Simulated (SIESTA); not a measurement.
# Ti2Ag (I4/mmm) in SIESTA: equation of state, part 2 of 2

SIESTA 5.4.2. The steps go on from the part before.

### Step 3. Single point, PBEsol, 16.41 Å³/atom

Ti2Ag.fdf reads:

```
SystemName                      Ti2Ag
SystemLabel                     Ti2Ag
NumberOfSpecies                 2
NumberOfAtoms                   3
%block ChemicalSpeciesLabel
  1  47 Ag
  2  22 Ti
%endblock ChemicalSpeciesLabel

LatticeConstant                 1.0 Ang
%block LatticeVectors
    -1.4527608137     1.4527608137     5.8320567528
     1.4527608137    -1.4527608137     5.8320567528
     1.4527608137     1.4527608137    -5.8320567528
%endblock LatticeVectors
AtomicCoordinatesFormat         Fractional
%block AtomicCoordinatesAndAtomicSpecies
     0.0000000000     0.0000000000     0.0000000000  1  Ag
     0.6715106200     0.6715106200     0.0000000000  2  Ti
     0.3284893800     0.3284893800     0.0000000000  2  Ti
%endblock AtomicCoordinatesAndAtomicSpecies

%block kgrid.MonkhorstPack
   13   0   0  0.0
    0  13   0  0.0
    0   0  13  0.0
%endblock kgrid.MonkhorstPack
XC.Functional                   GGA
XC.Authors                      PBEsol
PAO.BasisSize                   DZP
PAO.EnergyShift                 0.003 Ry
Mesh.Cutoff                     800 Ry
OccupationFunction              FD
ElectronicTemperature           0.05 eV
MaxSCFIterations                120
SCF.MustConverge                false
SCF.Mixer.Method                Pulay
SCF.Mixer.Weight                0.25
SCF.Mixer.History               8
SCF.DM.Tolerance                5.0e-05
SCF.H.Tolerance                 1.0e-03 eV
WriteForces                     true
Charge.Mulliken                 end
%block PAO.Basis
  Ag 5
  n=4 0 2
    2.721 0.000
  n=5 0 2
    7.906 0.000
  n=4 1 2
    3.101 0.000
  n=5 1 1
    7.906
  n=4 2 2
    5.119 0.000
  Ti 5
  n=3 0 2
    3.151 0.000
  n=4 0 2
    8.703 0.000
  n=3 1 2
    3.568 0.000
  n=4 1 1
    8.703
  n=3 2 2
    6.267 0.000
%endblock PAO.Basis
```

Potentials or basis: PseudoDojo 0.4 standard (PBEsol files), DZP (energy shift 0.003 Ry; two zetas on semicore shells).

On the command line:

```sh
$ siesta < Ti2Ag.fdf > Ti2Ag.out 2>&1
```

Ti2Ag.out:

```text
Version         : 5.4.2

                           ***********************
                           *  WELCOME TO SIESTA  *
                           ***********************

 NOTE: Siesta V5 introduces some new defaults for basis-set generation
 NOTE: which might lead to slightly different numerical results.
 NOTE: Please see the manual for full details and compatibility measures.

reinit: Reading from standard input
reinit: Dumping input in INPUT_TMP.63288
************************** Dump of input data file ****************************
SystemName                      Ti2Ag
SystemLabel                     Ti2Ag
NumberOfSpecies                 2
NumberOfAtoms                   3
%block ChemicalSpeciesLabel
  1  47 Ag
  2  22 Ti
%endblock ChemicalSpeciesLabel
LatticeConstant                 1.0 Ang
%block LatticeVectors
    -1.4527608137     1.4527608137     5.8320567528
     1.4527608137    -1.4527608137     5.8320567528
     1.4527608137     1.4527608137    -5.8320567528
%endblock LatticeVectors
AtomicCoordinatesFormat         Fractional
%block AtomicCoordinatesAndAtomicSpecies
     0.0000000000     0.0000000000     0.0000000000  1  Ag
     0.6715106200     0.6715106200     0.0000000000  2  Ti
[... 807 lines left out ...]
    Basis Pressure for species 1(Ag) :      0.2000000 GPa
    Basis Pressure for species 2(Ti) :      0.2000000 GPa

    Orbital volume contribution        =           4.069818 eV
    (Free)E + p_basis*V_orbitals       =       -7437.758812 eV
    (Free)Eharris+ p_basis*V_orbitals  =       -7437.758812 eV

mulliken: Atomic and Orbital Populations:

Species: Ag
Atom  Qatom  Qorb
               4s      4s      5s      5s      4py     4pz     4px     4py
               4pz     4px     5py     5pz     5px     4dxy    4dyz    4dz2
               4dxz    4dx2-y2 4dxy    4dyz    4dz2    4dxz    4dx2-y2
   1 18.936   1.868   0.038   0.368   0.119   1.934   1.933   1.934   0.069
              0.067   0.069   0.313   0.370   0.313   1.826   1.837   1.876

              1.837   1.873   0.090   0.050   0.066   0.050   0.036

Species: Ti
Atom  Qatom  Qorb
               3s      3s      4s      4s      3py     3pz     3px     3py
               3pz     3px     4py     4pz     4px     3dxy    3dyz    3dz2
               3dxz    3dx2-y2 3dxy    3dyz    3dz2    3dxz    3dx2-y2
   2 12.032   1.869   0.039   0.360   0.196   1.940   1.940   1.940   0.059
              0.059   0.059   0.276   0.233   0.276   0.614   0.768   0.567

              0.768   0.716  -0.107  -0.164  -0.075  -0.164  -0.137
   3 12.032   1.869   0.039   0.360   0.196   1.940   1.940   1.940   0.059
              0.059   0.059   0.276   0.233   0.276   0.614   0.768   0.567

              0.768   0.716  -0.107  -0.164  -0.075  -0.164  -0.137

mulliken: Qtot =       43.000

Mulliken Atomic Populations:
Atom #   charge [q] valence [e]  Species
     1     0.063760   18.936240  Ag
     2    -0.031880   12.031880  Ti
     3    -0.031880   12.031880  Ti
 Total     0.000000

Job completed
```

Wall time 6.7 min (1 thread of Arm Neoverse V1, shared host); peak memory 0.81 GiB.

What came out:

```yaml
Free_energy: -7441.8286 eV
Pressure: 1.8 GPa
Largest_force: 0.095 eV/Å
Band_gap_on_the_k_mesh: none (metal or under the smearing width)
```

Caveat: short orbitals over semicore shells can move pressures by several GPa; the basis of atomic orbitals isn't converged, which shifts pressures, moduli and gaps.

### Step 4. Single point, PBEsol, 16.75 Å³/atom

Changes to Ti2Ag.fdf since step 3:

```diff
@@ -11,5 +11,5 @@
 %block LatticeVectors
-    -1.4527608137     1.4527608137     5.8320567528
-     1.4527608137    -1.4527608137     5.8320567528
-     1.4527608137     1.4527608137    -5.8320567528
+    -1.4627801704     1.4627801704     5.8722791049
+     1.4627801704    -1.4627801704     5.8722791049
+     1.4627801704     1.4627801704    -5.8722791049
 %endblock LatticeVectors
```

On the command line:

```sh
$ siesta Ti2Ag.fdf > Ti2Ag.out 2>&1
```

Run time: 5.8 min. Hardware: 1 thread of Arm Neoverse V1, shared host; peak memory 0.73 GiB.

Results (log left out):

```yaml
Free_energy: -7441.8320 eV
Pressure: -0.9 GPa
Largest_force: 0.061 eV/Å
Band_gap_on_the_k_mesh: none (metal or under the smearing width)
```

Caveat: short orbitals over semicore shells can move pressures by several GPa; the basis of atomic orbitals isn't converged, which shifts pressures, moduli and gaps.

### Step 5. Single point, PBEsol, 17.44 Å³/atom

Changes to Ti2Ag.fdf since step 4:

```diff
@@ -11,5 +11,5 @@
 %block LatticeVectors
-    -1.4627801704     1.4627801704     5.8722791049
-     1.4627801704    -1.4627801704     5.8722791049
-     1.4627801704     1.4627801704    -5.8722791049
+    -1.4824171467     1.4824171467     5.9511110499
+     1.4824171467    -1.4824171467     5.9511110499
+     1.4824171467     1.4824171467    -5.9511110499
 %endblock LatticeVectors
```

On the command line:

```sh
$ siesta Ti2Ag.fdf > Ti2Ag.out 2>&1
```

Run time: 5.2 min. Hardware: 1 thread of Arm Neoverse V1, shared host; peak memory 0.7 GiB.

The run converged. Its results:

- Free energy: -7441.7897 eV
- Pressure: -5.5 GPa
- Largest force: 0.030 eV/Å
- Band gap on the k mesh: none (metal or under the smearing width)

Caveat: short orbitals over semicore shells can move pressures by several GPa; the basis of atomic orbitals isn't converged, which shifts pressures, moduli and gaps.

### Step 6. Single point, PBEsol, 17.78 Å³/atom

Changes to Ti2Ag.fdf since step 5:

```diff
@@ -11,5 +11,5 @@
 %block LatticeVectors
-    -1.4824171467     1.4824171467     5.9511110499
-     1.4824171467    -1.4824171467     5.9511110499
-     1.4824171467     1.4824171467    -5.9511110499
+    -1.4920435018     1.4920435018     5.9897557110
+     1.4920435018    -1.4920435018     5.9897557110
+     1.4920435018     1.4920435018    -5.9897557110
 %endblock LatticeVectors
```

Potentials or basis: PseudoDojo 0.4 standard (PBEsol files), DZP (energy shift 0.003 Ry; two zetas on semicore shells).

On the command line:

```sh
$ siesta < Ti2Ag.fdf > Ti2Ag.out 2>&1
```

Run time: 5.1 min. Hardware: 1 thread of Arm Neoverse V1, shared host; peak memory 0.69 GiB.

It converged, with:

* Free energy: -7441.7480 eV
* Pressure: -7.5 GPa
* Largest force: 0.073 eV/Å
* Band gap on the k mesh: none (metal or under the smearing width)

Caveat: short orbitals over semicore shells can move pressures by several GPa; the basis of atomic orbitals isn't converged, which shifts pressures, moduli and gaps.

### Step 7. Single point, PBEsol, 18.12 Å³/atom

Changes to Ti2Ag.fdf since step 6:

```diff
@@ -11,5 +11,5 @@
 %block LatticeVectors
-    -1.4920435018     1.4920435018     5.9897557110
-     1.4920435018    -1.4920435018     5.9897557110
-     1.4920435018     1.4920435018    -5.9897557110
+    -1.5015472199     1.5015472199     6.0279080499
+     1.5015472199    -1.5015472199     6.0279080499
+     1.5015472199     1.5015472199    -6.0279080499
 %endblock LatticeVectors
```

On the command line:

```sh
$ siesta Ti2Ag.fdf > Ti2Ag.out 2>&1
```

It took 5.3 min on 1 thread of Arm Neoverse V1, shared host; peak memory 0.75 GiB.

Results (log left out):

```
Free energy            : -7441.6932 eV
Pressure               : -9.3 GPa
Largest force          : 0.108 eV/Å
Band gap on the k mesh : none (metal or under the smearing width)
```

Caveat: short orbitals over semicore shells can move pressures by several GPa; the basis of atomic orbitals isn't converged, which shifts pressures, moduli and gaps.

### Step 8. Equation of state, PBEsol

No new run: the results of the series are fitted here.

Results:

```yaml
Equilibrium_volume: 16.64 Å³/atom
Bulk_modulus_at_fixed_shape_and_positions: 129 GPa
Pressure_derivative_of_the_bulk_modulus: 3.6
```

Energy against volume, from the lowest point:
```
volume (Å³/atom)  energy (meV/atom)
          16.070               8.12
          16.412               1.13
          16.753               0.00
          17.095               4.61
          17.437              14.09
          17.779              28.01
          18.121              46.26
```

Caveat: short orbitals over semicore shells can move pressures by several GPa; the cell was scaled at fixed shape and fractional positions, which overstates the stiffness of a crystal with free parameters, most of all of layers and chains; the basis of atomic orbitals isn't converged, which shifts pressures, moduli and gaps.
